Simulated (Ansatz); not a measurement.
# FH2IO2Zr: small, medium and large basis sets

The task here is to estimate one member of a computed series from the others.

Computed with Ansatz 0.2.0, Gaussian basis. Level: one geometry, several basis sets.

Levels to be run: PBE0-D4/def2-SVP; ωB97M-V/def2-SVP; PBE0-D4/def2-QZVPP; ωB97M-V/def2-QZVPP; the functionals' def2-TZVPP values are taken from earlier runs.

## The geometry

The geometry comes from an earlier relaxation with PBE0-D4 in a triple-zeta def2 set; it is a stationary point, not always the lowest conformer. Zr, I take the def2 core potential; no spin-orbit term is included.

SMILES `[OH][Zr]([OH])([F])[I]`, 7 atoms, charge 0, spin multiplicity 1.

Atoms are counted from 1 here; the program's logs count them from 0.

Bond lengths: O1–Zr2 1.897 Å, O1–H6 0.953 Å, Zr2–O3 1.897 Å, Zr2–F4 1.902 Å, Zr2–I5 2.748 Å, O3–H7 0.953 Å. Angles: Zr2–O1–H6 170.6°, O1–Zr2–O3 111.1°, O1–Zr2–F4 108.6°, O1–Zr2–I5 109.2°, O3–Zr2–F4 108.6°, O3–Zr2–I5 109.2°, F4–Zr2–I5 110.1°, Zr2–O3–H7 170.3°.

Set-up of the first run:

Input file in.yaml:

```yaml
crystal:
  periodic: [false, false, false]
  atoms:
    - {symbol: O, position_ang: [0.259244, 1.120842, 1.237297]}
    - {symbol: Zr, position_ang: [-0.042368, -0.408115, 0.155052]}
    - {symbol: O, position_ang: [0.443333, -0.075903, -1.648816]}
    - {symbol: F, position_ang: [1.020683, -1.840243, 0.816510]}
    - {symbol: I, position_ang: [-2.704342, -1.079587, 0.263804]}
    - {symbol: H, position_ang: [0.410067, 1.968519, 1.645791]}
    - {symbol: H, position_ang: [0.674681, 0.246288, -2.515338]}
basis:
  gaussian: {orbitals: def2-SVP}
hamiltonian: {xc: pbe0, dispersion: d4}
output: {orbitals: {seedname: orbitals}}
```

Command:

```bash
> ansatz run in.yaml --threads 4 --pin off --events-out ev --progress --plain --max-ram 10444MiB
```

Steps of the session up to this table: PBE0-D4 in def2-SVP; ωB97M-V in def2-SVP; PBE0-D4 in def2-QZVPP; ωB97M-V in def2-QZVPP.

One of the session's tables, all rows but one given; the rest of the session is left out.

It belongs to the step «Functionals by basis». 

| functional | basis | HOMO (eV) |
| --- | --- | --- |
| PBE0-D4 | def2-SVP | ? |
| PBE0-D4 | def2-TZVPP | -7.57 |
| PBE0-D4 | def2-QZVPP | -7.59 |
| ωB97M-V | def2-SVP | -9.53 |
| ωB97M-V | def2-TZVPP | -9.65 |
| ωB97M-V | def2-QZVPP | -9.67 |

Q: Estimate the row for PBE0-D4, def2-SVP from the others.

As computed: HOMO (eV): -7.48. In the column «HOMO (eV)» it is the highest.
